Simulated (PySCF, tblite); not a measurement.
# C₄H₆GeNSi radical: geometry, infrared bands and EPR parameters

What infrared bands and EPR parameters should C₄H₆GeNSi radical (`N#[C][GeH2][C]#C[CH][SiH3]`) show?

Computed with tblite 0.8.0 and PySCF 2.14.0, with density-fitted response routines of our own, on a single molecule in the gas phase. Atoms are numbered from 0 throughout.

### 1 The molecule as given

13 atoms, charge 0, multiplicity 2; geometry from: force field or distance geometry start.

Bonds of the start (Å): N0–C1 1.16, C1–Ge2 1.89, Ge2–C3 1.92, C3–C4 1.21, C4–C5 1.47, C5–Si6 1.84, Ge2–H7 1.53, Ge2–H8 1.55, C5–H9 1.09, Si6–H10 1.48, Si6–H11 1.48, Si6–H12 1.45.

### 2 Optimising the geometry with GFN2-xTB

What the job is given:

```
{"job": {"kind": "relax", "xc": "GFN2-xTB", "basis": "xTB"}, "charge": 0, "multiplicity": 2}
N      2.919500     3.006100    -0.399300
C      2.842600     1.865600    -0.205200
Ge     2.730600     0.001800     0.116000
C      0.905700    -0.571100     0.017300
C     -0.245900    -0.935900    -0.019500
C     -1.648600    -1.356500    -0.110600
Si    -2.835300     0.047600    -0.149200
H      3.522100    -0.787900    -0.921100
H      3.289200    -0.326200     1.521100
H     -1.889100    -2.193300     0.548600
H     -2.863100     0.718500     1.165300
H     -4.181800    -0.501300    -0.405500
H     -2.550300     1.033200    -1.175500
```

Launch:

```
OMP_NUM_THREADS=1 python probes_run.py task.json out
```

One launch serves the whole session: the jobs run in the order shown.

The program printed:

```text
step      E/eV     max force
  0    -489.70346    4.392
  1    -489.72856    6.274
  2    -489.92985    3.201
  3    -489.87356    6.385
  4    -490.05984    0.883
  5    -490.08308    0.716
  6    -490.14021    0.512
  7    -490.14926    0.363
  8    -490.16159    0.257
  9    -490.16709    0.261
 10    -490.17824    0.425
 11    -490.18748    0.389
 12    -490.19487    0.213
 13    -490.19917    0.182
 14    -490.20219    0.182
 15    -490.20521    0.211
 16    -490.20775    0.139
 17    -490.20945    0.108
 18    -490.21084    0.093
 19    -490.21236    0.108
 20    -490.21347    0.079
 21    -490.21406    0.071
 22    -490.21446    0.060
 23    -490.21488    0.055
 24    -490.21524    0.051
 25    -490.21548    0.040
 26    -490.21565    0.042
 27    -490.21587    0.054
 28    -490.21629    0.071
 29    -490.21683    0.069
 30    -490.21729    0.059
 31    -490.21758    0.045
 32    -490.21780    0.038
 33    -490.21808    0.048
 34    -490.21848    0.056
 35    -490.21897    0.060
 36    -490.21940    0.050
 37    -490.21970    0.041
 38    -490.21990    0.045
 39    -490.22006    0.037
 40    -490.22019    0.030
 41    -490.22028    0.023
 42    -490.22033    0.024
 43    -490.22036    0.022
 44    -490.22040    0.017
 45    -490.22045    0.017
 46    -490.22048    0.012
 47    -490.22049    0.006
```

Wall time 0.25 s (1 thread of Arm Neoverse V2, shared host).

Relaxation path: (not every step is listed) (the energy doesn't fall at every step)

```
step  energy from step 0 (eV)  largest force (eV/Å)
   0                   0.0000                4.3922
   1                  -0.0251                6.2740
   2                  -0.2264                3.2013
   3                  -0.1701                6.3850
   4                  -0.3564                0.8833
   5                  -0.3796                0.7163
   6                  -0.4368                0.5119
   7                  -0.4458                0.3625
   8                  -0.4581                0.2572
  11                  -0.4840                0.3889
  14                  -0.4987                0.1825
  17                  -0.5060                0.1084
  20                  -0.5100                0.0793
  23                  -0.5114                0.0554
  26                  -0.5122                0.0423
  29                  -0.5134                0.0690
  32                  -0.5143                0.0380
  35                  -0.5155                0.0597
  38                  -0.5164                0.0454
  41                  -0.5168                0.0228
  42                  -0.5169                0.0242
  43                  -0.5169                0.0220
  44                  -0.5169                0.0173
  45                  -0.5170                0.0168
  46                  -0.5170                0.0115
  47                  -0.5170                0.0062
```

Distances of close pairs at the start and the end, largest changes first:

```
  bond  before (Å)  after (Å)  change (Å)
 C4–C5       1.467      1.348      -0.119
Ge2–H8       1.547      1.499      -0.048
Ge2–C3       1.915      1.875      -0.040
C5–Si6       1.839      1.875      +0.036
Ge2–H7       1.525      1.499      -0.026
 C3–C4       1.209      1.232      +0.024
C1–Ge2       1.895      1.916      +0.021
 N0–C1       1.159      1.145      -0.015
```

The final coordinates are the input of the step that follows.

### 3 Harmonic vibrations with GFN2-xTB

What the job is given:

```
{"job": {"kind": "ir", "xc": "GFN2-xTB", "basis": "xTB"}, "charge": 0, "multiplicity": 2}
N      2.846984     2.928127    -0.418362
C      2.812292     1.802271    -0.214595
Ge     2.747551    -0.082262     0.124345
C      0.943384    -0.592054     0.102526
C     -0.248757    -0.904583     0.104829
C     -1.564194    -1.198614     0.096857
Si    -2.897088     0.104290    -0.105818
H      3.534154    -0.756507    -0.959520
H      3.371111    -0.314149     1.468058
H     -1.839895    -2.234332     0.234793
H     -3.044180     0.847653     1.149904
H     -4.132931    -0.617925    -0.412915
H     -2.532820     1.018571    -1.187829
```

The program printed:

```text
mode    cm-1     km/mol
  1     -34.0      0.46
  2       7.1      0.51
  3      37.7      2.46
  4      98.1      4.24
  5     111.6      4.09
  6     196.3     11.07
  7     244.6     11.42
  8     331.5      9.15
  9     339.7      0.86
 10     365.9      6.42
 11     435.5     14.03
 12     448.8     76.47
 13     466.6     16.01
 14     478.5     20.06
 15     555.0     78.69
 16     575.4    165.14
 17     623.3      0.58
 18     682.3    309.78
 19     753.0     13.73
 20     771.0    172.11
 21     785.9    146.46
 22     787.6    679.75
 23     803.1     26.46
 24    1114.6     29.61
 25    1304.8     32.84
 26    1979.0    298.51
 27    2015.4    397.76
 28    2070.2    134.56
 29    2231.7    299.50
 30    2263.2    325.59
 31    2272.1    202.86
 32    2340.3     38.50
 33    3046.0     16.15
```

Wall time 0.34 s (1 thread of Arm Neoverse V2, shared host).

The strongest bands and the atoms that carry them (share of the mass-weighted mode):

```
cm⁻¹  km/mol                                   atoms
 682   309.8                        H7 47 %, H8 46 %
 771   172.1                      H11 53 %, H12 26 %
 788   679.8  H11 28 %, H10 23 %, H12 20 %, Si6 12 %
1979   298.5                        H8 50 %, H7 49 %
2015   397.8                        H7 50 %, H8 49 %
2232   299.5                                H10 94 %
2263   325.6                                H11 96 %
2272   202.9                                H12 95 %
```

### 4 EPR parameters: B3LYP/def2-TZVP-core+pcH-1

Same as in step 3 but for these lines:

```diff
@@ -1,2 +1,2 @@
-{"job": {"kind": "ir", "xc": "GFN2-xTB", "basis": "xTB"}, "charge": 0, "multiplicity": 2}
+{"job": {"kind": "epr", "basis": "pcH-1"}, "charge": 0, "multiplicity": 2}
 N      2.846984     2.928127    -0.418362
```

Method: UKS B3LYP, def2-TZVP-core on Ge, pcH-1 on C H N Si, non-relativistic, mean-field spin-orbit, GIAO.

The program printed:

```text
UKS, coarse grid
  cycle   1  E = -2577.12227502  |g| = 1.38e+00
  cycle   2  E = -2576.88689181  |g| = 1.17e+00
  cycle   3  E = -2577.03062758  |g| = 7.45e-01
  cycle   4  E = -2577.22158820  |g| = 3.00e-01
  cycle   5  E = -2577.25285556  |g| = 4.19e-02
  cycle   6  E = -2577.25305566  |g| = 3.65e-02
  cycle   7  E = -2577.25376093  |g| = 6.64e-03
  cycle   8  E = -2577.25378210  |g| = 2.86e-03
  cycle   9  E = -2577.25379258  |g| = 1.18e-03
  cycle  10  E = -2577.25379411  |g| = 4.93e-04
UKS, final grid
  cycle   1  E = -2577.25378307  |g| = 5.60e-04
  cycle   2  E = -2577.25378274  |g| = 1.15e-03
  cycle   3  E = -2577.25378327  |g| = 2.19e-04
  cycle   4  E = -2577.25378329  |g| = 9.63e-05
  cycle   5  E = -2577.25378331  |g| = 7.34e-05
  cycle   6  E = -2577.25378332  |g| = 4.48e-05
  cycle   7  E = -2577.25378332  |g| = 1.44e-05
E = -2577.25378332 Eh   <S^2> = 0.7686 (exact 0.7500)
g shifts (ppm)      1          2          3
  rmc          -133       -133       -133
  gc             27         -6         29
  oz_so        -358        -97       1460
  total        -463       -236       1356
hyperfine (MHz)  atom isotope    a_iso     a_fc   dipolar eigenvalues
    0   14N      -0.05      -0.06     -0.13     -0.05      0.18
    1   13C       0.62       0.62     -0.36     -0.30      0.66
    2  73Ge      12.98      13.18     -0.59     -0.47      1.06
    3   13C      47.96      48.03    -43.73    -34.36     78.10
    4   13C     -56.88     -56.92    -21.42     -1.02     22.45
    5   13C      58.27      58.32    -55.09    -53.91    109.00
    6  29Si      35.49      35.55     -2.16     -0.26      2.42
    7    1H      31.99      31.99     -1.67     -1.45      3.12
    8    1H      36.18      36.19     -1.64     -1.47      3.10
    9    1H     -47.76     -47.77    -25.52     -0.72     26.25
   10    1H      56.45      56.45     -2.31     -1.15      3.46
   11    1H       2.90       2.90     -2.36     -1.96      4.32
   12    1H      27.95      27.95     -2.10     -1.49      3.60
```

Wall time 2.9 min (1 thread of Arm Neoverse V2, shared host); peak memory 1.4 GiB.

Principal g values 2.00186, 2.00208, 2.00367; g(iso) = 2.00254, against 2.00232 for a free electron.

Mean a(iso) over the nuclei that a row names, and the largest dipolar term of the row (other rows stand at the frozen geometry):

```
       nuclei  isotope  a(iso) (MHz)  a(iso) (G, at g = 2.0023)  largest dipolar term (MHz)
           C5      13C          58.3                       20.8                       109.0
           C4      13C         -56.9                      -20.3                        22.4
           C3      13C          48.0                       17.1                        78.1
           H9       1H         -47.8                      -17.0                        26.2
          Si6     29Si          35.5                       12.7                         2.4
       H7, H8       1H          34.1                       12.2                         3.1
H10, H11, H12       1H          29.1                       10.4                         4.3
          Ge2     73Ge          13.0                        4.6                         1.1
           C1      13C           0.6                        0.2                         0.7
           N0      14N          -0.1                        0.0                         0.2
```

Mulliken spin populations:

N0 0.00; C1 0.00; Ge2 -0.02; C3 0.54; C4 -0.27; C5 0.73; Si6 -0.03; H7 0.02; H8 0.02; H9 -0.03; H10 0.03; H11 0.00; H12 0.02

In first order the couplings over 0.8 MHz of 1H give 24 distinct lines over 72.5 G, if the averaged nuclei exchange fast; the same motion can average rows kept apart here too.

Orbitals, density, ELF and potential are computed afterwards from the orbital file.

ELF in a plane through or near 8 of the atoms.

Values, 10 rows by 14 columns:
```
0.00 0.00 0.00 0.00 0.00 0.00 0.00 0.00 0.00 0.00 0.00 0.00 0.00 0.00
0.00 0.00 0.03 0.58 0.44 0.02 0.00 0.00 0.00 0.00 0.00 0.00 0.00 0.00
0.00 0.00 0.40 0.93 0.85 0.31 0.00 0.00 0.03 0.16 0.03 0.00 0.00 0.00
0.00 0.00 0.29 0.82 0.81 0.44 0.00 0.00 0.25 0.82 0.28 0.06 0.01 0.00
0.00 0.00 0.18 0.75 0.84 0.22 0.21 0.19 0.06 0.11 0.23 0.96 0.76 0.00
0.00 0.00 0.02 0.20 0.69 0.37 0.36 0.67 0.63 0.95 0.47 1.00 0.96 0.00
0.00 0.00 0.04 0.40 0.16 0.61 0.60 0.45 0.68 0.85 0.05 0.26 0.13 0.00
0.00 0.00 0.00 0.05 0.04 0.05 0.41 0.22 0.21 0.99 0.44 0.00 0.00 0.00
0.00 0.00 0.00 0.00 0.00 0.00 0.00 0.00 0.00 0.09 0.00 0.00 0.00 0.00
0.00 0.00 0.00 0.00 0.00 0.00 0.00 0.00 0.00 0.00 0.00 0.00 0.00 0.00
```
The map spans 13.6 Å across and 10.1 Å up, centred on the molecule. Atoms in the plane (x, y in Å): N0 (-3.3, 2.5), C1 (-3.1, 1.4), Ge2 (-2.7, -0.5), C3 (-0.8, -0.7), C4 (0.4, -0.9), C5 (1.7, -0.9), Si6 (2.8, 0.6), H9 (2.2, -1.9).

On the surface of density 0.002 e/bohr³ the electrostatic potential runs, from the 1st to the 99th percentile, from -1.71 V near N0 to 1.60 V near H8.

The spin density lies nearest to C3, C5 about 37 % each; C4 11 % (beta excess).

### 5 Results

```
                                                                  quantity                 value
                                 strongest single infrared mode (GFN2-xTB)  788 cm⁻¹, 680 km/mol
                                              zero-point energy (GFN2-xTB)         43.7 kcal/mol
                                                            g(iso) (B3LYP)               2.00254
                                                                      ⟨S²⟩    0.769 (exact 0.75)
                                        largest a(iso) (averaged by class)   13C on C5, 58.3 MHz
potential on the surface of density 0.002 e/bohr³, 1st and 99th percentile    -1.71 V and 1.60 V
```

**Reading.** The optimisation took 47 steps and gained 0.517 eV; among the close pairs (by a distance rule), C4–C5 changed most, from 1.467 to 1.348 Å. The lowest mode is imaginary (34i cm⁻¹), so the xTB geometry is not a minimum: the zero-point energy counts the real modes alone, and all values at this geometry belong to a saddle point. GFN2-xTB is a fitted tight-binding method: band positions and strengths are rough. Its intensities can rank the bands wrongly. The largest spin populations lie on C5 (0.73 e), C3 (0.54 e). The isotropic g lies 0.2 ppt above the free-electron value. The hyperfine terms hold no scalar relativity, which the heavier nuclei need. The conformer search found further structures of the same energy, which may be mirror or relabelled copies of this one.
